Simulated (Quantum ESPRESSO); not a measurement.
# TaF3 (Pm-3m) in Quantum ESPRESSO: further runs, part 3 of 3

Quantum ESPRESSO 7.5. The steps go on from the part before.

### Step 10. Single point, r2SCAN, 15.73 Å³/atom

Contents of pw.in:

```
&CONTROL
  calculation = 'scf'
  prefix = 'pwscf'
  outdir = './tmp'
  pseudo_dir = './pseudo'
  tprnfor = .true.
  tstress = .true.
  disk_io = 'nowf'
/
&SYSTEM
  ibrav = 0
  nat = 4
  ntyp = 2
  ecutwfc = 88
  nbnd = 33
  input_dft = 'r2scan'
  occupations = 'smearing'
  smearing = 'fd'
  degauss = 0.00367493
  nosym = .true.
  nr1 = 48
  nr2 = 48
  nr3 = 48
/
&ELECTRONS
  conv_thr = 1d-08
  electron_maxstep = 120
  mixing_beta = 0.5
/
ATOMIC_SPECIES
Ta   180.9479 Ta_ONCV_PBE-1.2.upf
F     18.9984 F_ONCV_PBE-1.2.upf
CELL_PARAMETERS angstrom
   3.9777135428    0.0000000000    0.0000000000
   0.0000000000    3.9777135428    0.0000000000
   0.0000000000    0.0000000000    3.9777135428
ATOMIC_POSITIONS crystal
Ta     0.0000000000    0.0000000000    0.0000000000
F      0.0000000000    0.0000000000    0.5000000000
F      0.0000000000    0.5000000000    0.0000000000
F      0.5000000000    0.0000000000    0.0000000000
K_POINTS automatic
5 5 5 0 0 0
```

On the command line:

```console
> OMP_NUM_THREADS=1 mpirun -n 2 pw.x -nk 2 -in pw.in > pw.out
```

It took 5 min on 2 MPI ranks of Arm Neoverse V2, shared host; peak memory 0.42 GiB.

Results (log left out):

```yaml
Free_energy: -8694.7357 eV
Pressure: 6.8 GPa
Band_gap_on_the_k_mesh: none (metal or under the smearing width)
```

Caveat: the k mesh is coarse; the potentials were made for another functional, which shifts forces and pressure.

### Step 11. Equation of state, r2SCAN

No new run: the results of the series are fitted here.

Results:

* Equilibrium volume: 16.58 Å³/atom (rough: see the caveat)
* Bulk modulus: 115 GPa (rough)

Energy against volume, from the lowest point:
| volume (Å³/atom) | energy (meV/atom) |
| --- | --- |
| 13.953 | 192.59 |
| 14.250 | 141.11 |
| 14.547 | 98.51 |
| 14.843 | 63.88 |
| 15.140 | 36.40 |
| 15.437 | 15.32 |
| 15.734 | 0.00 |

Caveat: the potentials were made for another functional, which shifts forces and pressure; the minimum lies outside the volumes run.

### Step 12. Summary

| task | level | potentials or basis | k mesh | cutoff (eV) | form of the LDA correlation | SCF threshold | symmetry | gap on the mesh (eV) | pressure (GPa) |
| --- | --- | --- | --- | --- | --- | --- | --- | --- | --- |
| band structure | LDA | GBRV 1.5 LDA | 7 × 7 × 7 | 762 | PZ81 | 8e-10 Ry | - | none | 15.9 |
| band structure | r2SCAN | SG15 PBE 1.2 | 5 × 5 × 5 | 1197 | - | 1e-08 Ry | off | none | 16.7 |
| equation of state | r2SCAN | SG15 PBE 1.2 | 5 × 5 × 5 | 1197 | - | 1e-08 Ry | off | - | - |

Alike in all rows: no spin polarisation; cell as given; smearing fermi-dirac 0.05 eV.

Caveats: so large a pressure means that the cell lies far from this level's equilibrium, or that cutoff or potentials fall short (some runs); spin-orbit coupling is left out, which moves the levels of the heavy elements (some runs); the potentials were made for another functional, which shifts forces and pressure (some runs); the minimum lies outside the volumes run (some runs).

Absolute energies hang on the potentials; compare differences alone.
